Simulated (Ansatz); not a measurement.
# ZrC: the cost of one run

Computed with Ansatz 0.2.0 (DFT PBEsol, scalar-relativistic, unless a step's input says otherwise).

### Step 1. The system as given

Symmetry: Fm-3m, No. 225, cubic system. Conventional cell: a = 4.700 Å, b = 4.700 Å, c = 4.700 Å, α = 90.00°, β = 90.00°, γ = 90.00°. Zr (site symmetry m-3m) is surrounded by 6 C at 2.35 Å. Around C (site symmetry m-3m) lie 6 Zr at 2.35 Å.

Structure file:

```cif
data_structure
_symmetry_space_group_name_H-M 'P 1'
_symmetry_Int_Tables_number 1
_cell_length_a 3.3237
_cell_length_b 3.3237
_cell_length_c 3.3237
_cell_angle_alpha 60.000
_cell_angle_beta 60.000
_cell_angle_gamma 60.000
_cell_volume 25.96
loop_
_atom_site_label
_atom_site_type_symbol
_atom_site_fract_x
_atom_site_fract_y
_atom_site_fract_z
_atom_site_occupancy
Zr1 Zr 0.50000 0.50000 0.50000 1
C1 C 0.00000 0.00000 0.00000 1
```

Atoms are numbered in the order of the input: Zr1, C2.

### Step 2. After the deformation

Space group Fm-3m before, I4/mmm after.

### Step 3. LAPW, all electrons

File input.yaml:

```yaml
crystal:
  lattice:
    - [0.0, 2.35021, 2.4207163]
    - [2.35021, 0.0, 2.4207163]
    - [2.35021, 2.35021, 0.0]
  atoms:
    - { symbol: Zr, position: [0.5, 0.5, 0.5] }
    - { symbol: C, position: [0.0, 0.0, 0.0] }
kpoints:
  mp_grid: { grid: [15, 15, 15] }
  band_path:
    path:
      - [0.0, 0.0, 0.0]
      - [0.0, 0.5, 0.5]
      - [0.25, 0.75, 0.5]
      - [0.0, 0.5, 0.0]
      - [0.0, 0.0, 0.0]
      - [0.5, 0.5, 0.0]
      - [0.3678244886, 0.6321755114, 0.0]
      - [-0.3678244886, 0.3678244886, 0.0]
      - [0.0, 0.0, 0.0]
    npoints: 5
scf:
  occupations: { method: fermi_dirac, width: 0.05 }
hamiltonian:
  xc: pbesol
  pseudopotentials: { kind: all_electron, lapw: { basis_error: 0.00025 } }
output:
  forces: true
  stress: true
  eigenvalues: true
```

On the command line:

```console
ansatz run input.yaml --threads 1 --pin off --max-ram 3072MiB --backend cpu --events-out ev --progress --plain --runs-dir out
```

**Question.** How long does this run take on 1 thread of Arm Neoverse V1, shared host, and how much memory does it need?

About 58 s, with a peak of 0.75 GiB.
